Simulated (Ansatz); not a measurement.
**Al2F6: a ladder of functionals and wavefunction methods**

The task here is to estimate one member of a computed series from the others.

Computed with Ansatz 0.2.0, Gaussian basis. Level: functionals in def2-TZVPP, the program's frozen cores in correlated methods.

Plan: LDA (SPW92), PBE-D4, revPBE-D4, BLYP-D4, r2SCAN-D4, B97M-V, PBE0-D4, B3LYP-D4, r2SCANh-D4, r2SCAN0-D4, HSE06-D4, BHLYP-D4, CAM-B3LYP-D4, LC-ωPBE, ωB97X-V, ωB97M-V, B2PLYP, PBE-QIDH; CCSD(T)/def2-SVP; CCSD(T)/def2-TZVPP; MP2/def2-QZVPP; extrapolation to the limit; RPA on PBE.

### The relaxed structure

All runs share one geometry, relaxed beforehand with PBE0-D4 in a triple-zeta def2 set.

SMILES `[F][Al-]1([F])[F+][Al-]([F])([F])[F+]1`, 8 atoms, charge 0, spin multiplicity 1.

Atoms are counted from 1 here; the program's logs count them from 0.

Bond lengths: F1–Al2 1.628 Å, Al2–F3 1.628 Å, Al2–F4 1.798 Å, Al2–F8 1.798 Å, F4–Al5 1.798 Å, Al5–F6 1.628 Å, Al5–F7 1.628 Å, Al5–F8 1.798 Å. Angles: F1–Al2–F3 124.0°, F1–Al2–F4 110.9°, F1–Al2–F8 110.9°, F3–Al2–F4 110.9°, F3–Al2–F8 110.9°, F4–Al2–F8 80.9°, Al2–F4–Al5 99.1°, F4–Al5–F6 110.9°, F4–Al5–F7 110.9°, F4–Al5–F8 80.9°, F6–Al5–F7 124.0°, F6–Al5–F8 110.9°, F7–Al5–F8 110.9°, Al2–F8–Al5 99.1°.

The first run:

The input, in.yaml:

```yaml
crystal:
  periodic: [false, false, false]
  atoms:
    - {symbol: F, position_ang: [2.409609, -0.674160, 0.593787]}
    - {symbol: Al, position_ang: [0.796448, -0.805705, 0.767017]}
    - {symbol: F, position_ang: [0.073574, -1.837743, 1.797527]}
    - {symbol: F, position_ang: [0.022930, 0.816250, 0.833611]}
    - {symbol: Al, position_ang: [-0.796459, 0.805691, -0.767014]}
    - {symbol: F, position_ang: [-2.409643, 0.674337, -0.593861]}
    - {symbol: F, position_ang: [-0.073408, 1.837629, -1.797501]}
    - {symbol: F, position_ang: [-0.023040, -0.816307, -0.833557]}
basis:
  gaussian: {orbitals: def2-TZVPP}
hamiltonian: {xc: lda}
output: {orbitals: {seedname: orbitals}}
```

On the command line:

```sh
ansatz run in.yaml --threads 4 --pin off --events-out ev --progress --plain --max-ram 11315MiB
```

Steps of the session up to this table: LDA; PBE-D4 (GGA); revPBE-D4 (GGA); BLYP-D4 (GGA); r2SCAN-D4 (meta-GGA); B97M-V (meta-GGA); B3LYP-D4 (hybrid); r2SCANh-D4 (hybrid); r2SCAN0-D4 (hybrid); HSE06-D4 (hybrid); BHLYP-D4 (hybrid); CAM-B3LYP-D4 (range-separated); LC-ωPBE (range-separated); ωB97X-V (range-separated); ωB97M-V (range-separated); B2PLYP (double hybrid); PBE-QIDH (double hybrid).

One of the session's tables, all rows but one given; the rest of the session is left out.

It belongs to the step «Orbital energies across the functionals». 

| functional | HOMO (eV) | gap (eV) |
| --- | --- | --- |
| LDA (SPW92) | -10.18 | 7.70 |
| PBE-D4 | -9.89 | 7.77 |
| revPBE-D4 | -9.78 | 7.86 |
| BLYP-D4 | -9.83 | 7.72 |
| r2SCAN-D4 | -10.40 | 8.84 |
| B97M-V | -10.50 | 8.58 |
| PBE0-D4 | -11.99 | 10.80 |
| B3LYP-D4 | -11.68 | 10.12 |
| r2SCANh-D4 | -11.18 | 9.91 |
| r2SCAN0-D4 | -12.37 | 11.52 |
| HSE06-D4 | -11.57 | 10.01 |
| BHLYP-D4 | ? | ? |
| CAM-B3LYP-D4 | -13.60 | 13.23 |
| LC-ωPBE | -14.89 | 15.96 |
| ωB97X-V | -14.57 | 15.41 |
| ωB97M-V | -14.54 | 15.00 |

**Question.** Estimate the row for BHLYP-D4.

Worked estimate for «HOMO (eV)». Against the share of exact exchange, BLYP-D4 (0, -9.83), B3LYP-D4 (0.2, -11.68) give a slope of -9.25 per unit share; at 0.5 the line stands at -14.45.

As computed: HOMO (eV): -14.09; gap (eV): 13.63. In «HOMO (eV)» the line misses by -0.36.
